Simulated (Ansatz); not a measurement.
# BF2H3Si: molecular dynamics

Aim: follow the molecule's vibrations and see whether its bonds hold. The start is relaxed first. Runs: 40 steps of 2 fs under a Langevin thermostat at 1000 K. SMILES of the start: FB(F)[SiH3].

All numbers below are computed with Ansatz 0.2.0 (RKS B3LYP/def2-SVP).

### Step 1. The system as given

Bond lengths: F1–B2 1.493 Å, B2–F3 1.450 Å, B2–Si4 1.911 Å, Si4–H5 1.418 Å, Si4–H6 1.528 Å, Si4–H7 1.488 Å. Angles: F1–B2–F3 119.6°, F1–B2–Si4 119.5°, F3–B2–Si4 120.9°, B2–Si4–H5 113.8°, B2–Si4–H6 108.9°, B2–Si4–H7 108.9°, H5–Si4–H6 109.5°, H5–Si4–H7 109.4°, H6–Si4–H7 106.0°.

Coordinates:

```xyz
7

F     2.0380   -0.6368    0.7803
B     0.5679   -0.7726    0.5592
F    -0.1273   -1.9377    1.0696
Si   -0.3646    0.5732   -0.4267
H     0.4630    1.6388   -0.8638
H    -1.4953    1.1262    0.4393
H    -1.0204   -0.0591   -1.6035
```

### Step 2. Preparing the start

The input, input.yaml:

```yaml
crystal:
  periodic: [false, false, false]
  atoms:
    - { symbol: F, position_ang: [2.038, -0.6368, 0.7803] }
    - { symbol: B, position_ang: [0.5679, -0.7726, 0.5592] }
    - { symbol: F, position_ang: [-0.1273, -1.9377, 1.0696] }
    - { symbol: Si, position_ang: [-0.3646, 0.5732, -0.4267] }
    - { symbol: H, position_ang: [0.463, 1.6388, -0.8638] }
    - { symbol: H, position_ang: [-1.4953, 1.1262, 0.4393] }
    - { symbol: H, position_ang: [-1.0204, -0.0591, -1.6035] }
basis:
  gaussian: { orbitals: def2-SVP }
hamiltonian:
  xc: b3lyp
relax:
  f_tol: 0.02
  max_steps: 40
```

The run is started by

```
$ ansatz run input.yaml --threads 1 --pin off --max-ram 2048MiB --backend cpu --events-out ev --progress --plain --runs-dir out
```

The runs that follow: Dynamics.

**Question.** What will these runs give? Wanted: relaxation of the start; temperature, first and last step; temperature, second half; potential energy, second half; bonds formed or broken.

**Answer**, as computed:

| quantity | value |
| --- | --- |
| relaxation of the start | 7 moves, 1.002 eV lower |
| length | 40 steps of 2 fs |
| temperature, first and last step | 857 and 721 K |
| temperature, second half | mean 870 K, from 500 to 1179 K |
| potential energy, second half | +77 meV/atom from the start |
| bonds formed or broken | 0 |

**Reading.** Against a set 1000 K the second half averages 870 K with a spread of 190 K; 77 meV/atom has gone into potential energy, and a thermostat that acts over some 100 fs has not made it up in 80 fs. A step of 2 fs is long for atoms as light as 1 u, and this run prints no conserved energy by which to check it. The bonding pattern survives the run. 80 fs on 7 atoms is far too short and small for converged averages. The nuclei move classically, without zero-point motion, which matters most for hydrogen.
